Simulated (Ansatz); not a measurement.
# CH₅MgNS: up Jacob's ladder to CCSD(T)

The task here is to estimate one member of a computed series from the others.

Program: Ansatz 0.2.0, Gaussian basis. Level of theory: functionals in def2-TZVPP, the program's frozen cores in correlated methods. These are calculated values, not measurements.

Plan: LDA (SPW92), PBE-D4, revPBE-D4, BLYP-D4, r2SCAN-D4, B97M-V, PBE0-D4, B3LYP-D4, r2SCANh-D4, r2SCAN0-D4, HSE06-D4, BHLYP-D4, CAM-B3LYP-D4, LC-ωPBE, ωB97X-V, ωB97M-V, B2PLYP, PBE-QIDH; CCSD(T)/def2-SVP; CCSD(T)/def2-TZVPP; MP2/def2-QZVPP; extrapolation to the limit; RPA on PBE.

### Structure used throughout

The geometry comes from an earlier relaxation with PBE0-D4 in a triple-zeta def2 set; it is a stationary point, not always the lowest conformer.

SMILES `C[S][Mg][NH2]`, 9 atoms, charge 0, spin multiplicity 1.

Atoms are counted from 1 here; the program's logs count them from 0.

Bond lengths: C1–S2 1.827 Å, C1–H5 1.090 Å, C1–H6 1.090 Å, C1–H7 1.090 Å, S2–Mg3 2.288 Å, Mg3–N4 1.881 Å, N4–H8 1.009 Å, N4–H9 1.009 Å. Angles: S2–C1–H5 111.9°, S2–C1–H6 112.0°, S2–C1–H7 107.0°, H5–C1–H6 109.5°, H5–C1–H7 108.1°, H6–C1–H7 108.1°, C1–S2–Mg3 103.6°, S2–Mg3–N4 179.8°, Mg3–N4–H8 126.4°, Mg3–N4–H9 126.4°, H8–N4–H9 107.2°.

The first run:

in.yaml

```yaml
crystal:
  periodic: [false, false, false]
  atoms:
    - {symbol: C, position_ang: [0.433188, 1.305110, -1.663994]}
    - {symbol: S, position_ang: [1.635543, 0.348002, -0.675919]}
    - {symbol: Mg, position_ang: [0.327979, -0.744128, 0.851263]}
    - {symbol: N, position_ang: [-0.751179, -1.639225, 2.105761]}
    - {symbol: H, position_ang: [-0.271907, 0.658226, -2.185674]}
    - {symbol: H, position_ang: [-0.114654, 2.024150, -1.055205]}
    - {symbol: H, position_ang: [1.002598, 1.858057, -2.411082]}
    - {symbol: H, position_ang: [-1.164689, -2.552971, 1.995988]}
    - {symbol: H, position_ang: [-1.008379, -1.303421, 3.021764]}
basis:
  gaussian: {orbitals: def2-TZVPP}
hamiltonian: {xc: lda}
output: {orbitals: {seedname: orbitals}}
```

Among the steps run: LDA; PBE-D4 (GGA); revPBE-D4 (GGA); BLYP-D4 (GGA); r2SCAN-D4 (meta-GGA); B97M-V (meta-GGA); PBE0-D4 (hybrid); B3LYP-D4 (hybrid); r2SCANh-D4 (hybrid); r2SCAN0-D4 (hybrid); HSE06-D4 (hybrid); BHLYP-D4 (hybrid); CAM-B3LYP-D4 (range-separated); LC-ωPBE-D4 (range-separated; the results give it without D4); ωB97X-V (range-separated); ωB97M-V (range-separated); B2PLYP (double hybrid); PBE-QIDH (double hybrid).

One of the session's tables, all rows but one given; the rest of the session is left out.

It belongs to the step «Orbital energies across the functionals». 

| functional | HOMO (eV) | gap (eV) |
| --- | --- | --- |
| LDA (SPW92) | -5.28 | 3.39 |
| PBE-D4 | -5.09 | 3.39 |
| revPBE-D4 | -5.01 | 3.44 |
| BLYP-D4 | -4.97 | 3.31 |
| r2SCAN-D4 | -5.35 | 4.09 |
| B97M-V | -5.36 | 3.70 |
| PBE0-D4 | -6.40 | 5.41 |
| B3LYP-D4 | -6.17 | 4.90 |
| r2SCANh-D4 | -5.86 | 4.81 |
| r2SCAN0-D4 | -6.55 | 5.81 |
| HSE06-D4 | -6.00 | 4.65 |
| BHLYP-D4 | -7.43 | 6.99 |
| CAM-B3LYP-D4 | -7.70 | 7.44 |
| LC-ωPBE | -9.07 | 9.90 |
| ωB97X-V | -8.72 | 9.38 |
| ωB97M-V | ? | ? |

Q: Estimate the row for ωB97M-V from the others.

The run gave: HOMO (eV): -8.58; gap (eV): 8.86. In the column «HOMO (eV)» it lies between ωB97X-V (-8.72) and CAM-B3LYP-D4 (-7.70).
